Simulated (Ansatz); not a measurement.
# Zn3CdF4: the cost of one run

Program: Ansatz 0.2.0. Level of theory: DFT PBE, scalar-relativistic, plane waves, PAW. These are calculated values, not measurements.

## Step 1: The system as given

It takes space group Pm-3m (No. 221, cubic). Conventional cell: a = 4.541 Å, b = 4.541 Å, c = 4.541 Å, α = 90.00°, β = 90.00°, γ = 90.00°. Zn (site symmetry 4/mmm) has 6 F at 2.27 Å as nearest neighbours. Around Cd (site symmetry m-3m) lie 6 F at 2.27 Å. Around F (site symmetry m-3m) lie 6 Zn at 2.27 Å. Around F (site symmetry 4/mmm) lie 4 Zn at 2.27 Å and 2 Cd at 2.27 Å.

Coordinates:

```
Zn Cd F
1.0
     4.54073    0.00000    0.00000
     0.00000    4.54073    0.00000
     0.00000    0.00000    4.54073
Zn Cd F
3 1 4
Direct
  0.50000 0.50000 0.00000
  0.50000 0.00000 0.50000
  0.00000 0.50000 0.50000
  0.00000 0.00000 0.00000
  0.50000 0.50000 0.50000
  0.00000 0.00000 0.50000
  0.00000 0.50000 0.00000
  0.50000 0.00000 0.00000
```

A structure generator made this guess: ordered mixture on the cation sites of rock salt (Pm-3m, No. 221). Lengths come from tabulated atomic sizes and are only a guess.

## Step 2: A first look at the guess

Input file input.yaml:

```yaml
crystal:
  lattice:
    - [4.54072774, 0.0, 0.0]
    - [0.0, 4.54072774, 0.0]
    - [0.0, 0.0, 4.54072774]
  atoms:
    - { symbol: Zn, position: [0.5, 0.5, 0.0] }
    - { symbol: Zn, position: [0.5, 0.0, 0.5] }
    - { symbol: Zn, position: [0.0, 0.5, 0.5] }
    - { symbol: Cd, position: [0.0, 0.0, 0.0] }
    - { symbol: F, position: [0.5, 0.5, 0.5] }
    - { symbol: F, position: [0.0, 0.0, 0.5] }
    - { symbol: F, position: [0.0, 0.5, 0.0] }
    - { symbol: F, position: [0.5, 0.0, 0.0] }
basis:
  ecutwfc: 420
kpoints:
  mp_grid: { grid: [4, 4, 4] }
hamiltonian:
  xc: pbe
scf:
  occupations: { method: gaussian, width: 0.1 }
  lower_state_search: "off"
output:
  forces: true
  stress: true
  eigenvalues: true
```

Started as:

```
$ ansatz run input.yaml --threads 1 --pin off --max-ram 2048MiB --backend cpu --events-out ev --progress --plain --runs-dir out
```

What time and memory should one allow on 1 thread of Arm Neoverse V2, shared host?

About 2.7 s, with a peak of 0.36 GiB.
